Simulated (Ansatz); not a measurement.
## AlBrGeH4Si, SMILES Br[SiH]1[AlH][GeH2]1: a rigid scan of one bond length, step by step

Program: the Python package of Ansatz (0.2.0).

`albrgeh4si.xyz`
```text
8

Br   -2.35830    1.45950   -0.78330
Si   -0.25990    0.82550   -0.85530
Al    0.66930    0.60510    1.27720
Ge    0.07540   -1.30650   -0.12800
H     0.60720    1.24290   -1.98680
H     1.32220    1.22900    2.62910
H     1.25020   -2.10560   -0.65320
H    -1.21390   -2.00700    0.44440
```

Run as a notebook:

**Cell 1**
```python
import ansatz as az
import numpy as np

molecule = az.Crystal.molecule_from_extxyz("albrgeh4si.xyz")
```

**Cell 2**
```python
symbols = [site.symbol for site in molecule.cartesian_sites]
start = np.array([site.position_ang for site in molecule.cartesian_sites])
axis = (start[0] - start[1]) / np.linalg.norm(start[0] - start[1])
moving = [0]
lengths, energies = [1.93, 2.018, 2.106, 2.193, 2.281, 2.369, 2.456, 2.588], []
for length in lengths:
    xyz = start.copy()
    xyz[moving] += (length - np.linalg.norm(start[0] - start[1])) * axis
    point = az.Crystal.molecule()
    for symbol, xyz in zip(symbols, xyz):
        point = point.atom(symbol, xyz.tolist())
    setup = (
        point.calculation()
        .basis(gaussian="def2-SVP")
        .functional("HF")
    )
    r = setup.run().report
    energies.append(r["free_energy_ev"])
    print(f"r = {length:6.3f} A  E = {energies[-1]:.5f} eV  <S^2> = {abs(r['mean_field']['state']['spin_squared']):.3f}")
```
Output:
```text
r =  1.930 A  E = -140958.87079 eV  <S^2> = 0.000
r =  2.018 A  E = -140959.55074 eV  <S^2> = 0.000
r =  2.106 A  E = -140959.94003 eV  <S^2> = 0.000
r =  2.193 A  E = -140960.12163 eV  <S^2> = 0.000
r =  2.281 A  E = -140960.16051 eV  <S^2> = 0.000
r =  2.369 A  E = -140960.09840 eV  <S^2> = 0.000
r =  2.456 A  E = -140959.96977 eV  <S^2> = 0.000
r =  2.588 A  E = -140959.69688 eV  <S^2> = 0.000
```

**Cell 3**
```python
# quartic fit about the minimum
fit = np.polynomial.Polynomial.fit(lengths, np.array(energies) - min(energies), 4).convert()
roots = [r.real for r in fit.deriv().roots() if abs(r.imag) < 1e-9 and fit.deriv(2)(r.real) > 0]
r_e = min(roots, key=lambda r: abs(r - lengths[int(np.argmin(energies))]))
print(f"minimum of the fit at {r_e:.4f} A, force constant {fit.deriv(2)(r_e):.2f} eV/A^2")
```
Output:
```text
minimum of the fit at 2.2641 A, force constant 13.74 eV/A^2
```

Caveats:
- Total energies depend on the basis set; only differences at equal settings carry meaning.
- The rest of the molecule is held rigid at a force-field or estimated start geometry, and the basis set is modest; single-reference methods fail as a bond breaks.
- Hartree-Fock leaves correlation out, so bond, atomisation and ionisation energies come out well too low.
- The orbitals are restricted, so S² is zero by construction.
- Wall time of the script: 28 s on 1 thread of Arm Neoverse V1 (shared host), peak memory 0.35 GiB.

(Lines on the test bed's own set-up are left out of the output.)
